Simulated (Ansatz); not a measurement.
# Sn3GeO4: the cost of one run

Program: Ansatz 0.2.0. Level of theory: DFT PBE, scalar-relativistic, plane waves, PAW. These are calculated values, not measurements.

## (1) The structure to begin with

It takes space group Cm (No. 8, monoclinic). The conventional cell has a = 7.882 Å, b = 7.451 Å, c = 5.127 Å, α = 90.00°, β = 90.99°, γ = 90.00°. Sn (site symmetry 1) has 4 O at 2.12 to 2.34 Å as nearest neighbours. Sn (site symmetry m) is surrounded by 2 O at 2.10 to 2.17 Å. Around Ge (site symmetry m) lie 3 O at 1.95 to 2.00 Å. O (site symmetry m) has 3 Sn at 2.10 to 2.12 Å as nearest neighbours. O (site symmetry m) has 1 Ge at 2.00 Å and 3 Sn at 2.17 to 2.32 Å as nearest neighbours. O (site symmetry 1) is surrounded by 1 Ge at 1.95 Å and 2 Sn at 2.28 to 2.34 Å.

As a file:

```xyz
8
Lattice="3.9410 -3.7255 0.0000 3.9410 3.7255 0.0000 -0.0886 0.0000 5.1263" Properties=species:S:1:pos:R:3 pbc="T T T"
Sn    5.8221   -1.8701    3.9657
Sn    5.8221    1.8701    3.9657
Sn    3.8978    0.0000    1.2330
Ge    7.5993    0.0000    1.0921
O     2.2729    0.0000    4.9240
O     5.8045    0.0000    0.2000
O     3.9748    2.1393    0.0077
O     3.9748   -2.1393    0.0077
```

It is the end of an earlier relaxation with the same method, from a generated guess; it needn't be the stable form of this composition. At a tolerance of 0.02 Å it has space group Cm (No. 8); it has 18.82 Å³/atom, an uncorrected energy of -1.21 eV/atom over the elements.

## (2) Electronic structure at the relaxed geometry

input.yaml

```yaml
crystal:
  lattice:
    - [3.9409969, -3.7255129, 0.0]
    - [3.9409969, 3.7255129, 0.0]
    - [-0.0885749, 0.0, 5.1262995]
  atoms:
    - { symbol: Sn, position: [0.998337, 0.496364, 0.773599] }
    - { symbol: Sn, position: [0.496364, 0.998337, 0.773599] }
    - { symbol: Sn, position: [0.49722, 0.49722, 0.240519] }
    - { symbol: Ge, position: [0.966529, 0.966529, 0.213044] }
    - { symbol: O, position: [0.299157, 0.299157, 0.960535] }
    - { symbol: O, position: [0.736863, 0.736863, 0.03902] }
    - { symbol: O, position: [0.21719, 0.791412, 0.001499] }
    - { symbol: O, position: [0.791412, 0.21719, 0.001499] }
basis:
  ecutwfc: 420
kpoints:
  mp_grid: { grid: [8, 8, 8] }
  band_path:
    path:
      - [[0.0, 0.0, 0.0], [-0.47347534, 0.47347534, 0.0]]
      - [[-0.52652466, -0.47347534, 0.0], [-0.5, -0.5, 0.0], [0.0, 0.0, 0.0], [-0.5, -0.5, 0.5], [-0.53245991, -0.46754009, 0.5]]
      - [[-0.46754009, 0.46754009, 0.5], [0.0, 0.0, 0.5], [0.0, 0.0, 0.0]]
      - [[-0.5, 0.0, 0.5], [0.0, 0.0, 0.0], [-0.5, 0.0, 0.0]]
    npoints: 14
hamiltonian:
  xc: pbe
scf:
  occupations: { method: gaussian, width: 0.02 }
  n_extra_bands: 20
output:
  forces: true
  stress: true
  eigenvalues: true
  populations: true
  dos: { projected: true, de: 0.02, nscf_kmesh: { grid: [12, 12, 12] } }
  bader: true
  write_density: true
  write_potential: true
  elf: true
  volumetric_format: npy
```

On the command line:

```
$ ansatz run input.yaml --threads 4 --pin off --max-ram 8192MiB --backend cpu --events-out ev --progress --plain --runs-dir out
```

Q: Estimate wall time and peak memory on 4 threads of Arm Neoverse V1, shared host.

About 3.6 min, with a peak of 2.3 GiB.
